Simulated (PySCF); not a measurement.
# C5H18Ge2OSi: the cost of one run

Computed with PySCF 2.14.0 and routines of our own; the level stands in each step. Atoms count from 0.

### 1 The system as given

27 atoms, charge 0, multiplicity 1; geometry from: GFN2-xTB.

### 2 Vibronic structure: TDDFT CAM-B3LYP/def2-SVP

What the job is given:

```
{"job": {"kind": "vib", "xc": "CAM-B3LYP", "basis": "def2-SVP", "tda": false}, "charge": 0, "multiplicity": 1}
C      2.395118    -1.639305    -0.629175
Ge     2.427206     0.160788    -1.437021
Ge     2.327958     1.912766     0.193385
C      0.541684     1.553951     1.001642
O     -0.022873     0.605138     0.113576
Si    -1.469481    -0.152292     0.290547
C     -1.634808    -1.056962    -1.368594
C     -2.884224     1.096566     0.576213
C     -1.412063    -1.369922     1.763534
H      1.574546    -1.720577     0.076802
H      2.272143    -2.406718    -1.388779
H      3.327160    -1.830614    -0.102884
H      3.695313     0.260927    -2.267515
H      1.334695     0.307114    -2.459357
H      3.388645     1.946589     1.277653
H      2.367062     3.331011    -0.336270
H      0.611596     1.132746     2.008265
H     -0.099287     2.436517     1.060029
H     -1.879775    -0.370343    -2.172227
H     -2.422831    -1.800466    -1.320517
H     -0.711112    -1.559277    -1.639260
H     -2.832110     1.548647     1.563108
H     -3.851814     0.612231     0.492945
H     -2.858772     1.900611    -0.154120
H     -0.686025    -2.162293     1.599430
H     -1.141604    -0.867813     2.689651
H     -2.376241    -1.842597     1.921933
```

With the program's defaults for keys left out, this is: TDDFT CAM-B3LYP/def2-SVP vertical-gradient vibronic structure (displaced harmonic oscillators, Condon), gas phase.

Launch:

```sh
$ OMP_NUM_THREADS=1 python excited_run.py task.json out
```

One launch serves the whole session: the jobs run in the order shown.

**Question.** How long does this first job take on 1 thread of Intel Xeon 6975P-C, shared host, and how much memory does it need?

About 4.4 min, with a peak of 2.9 GiB.
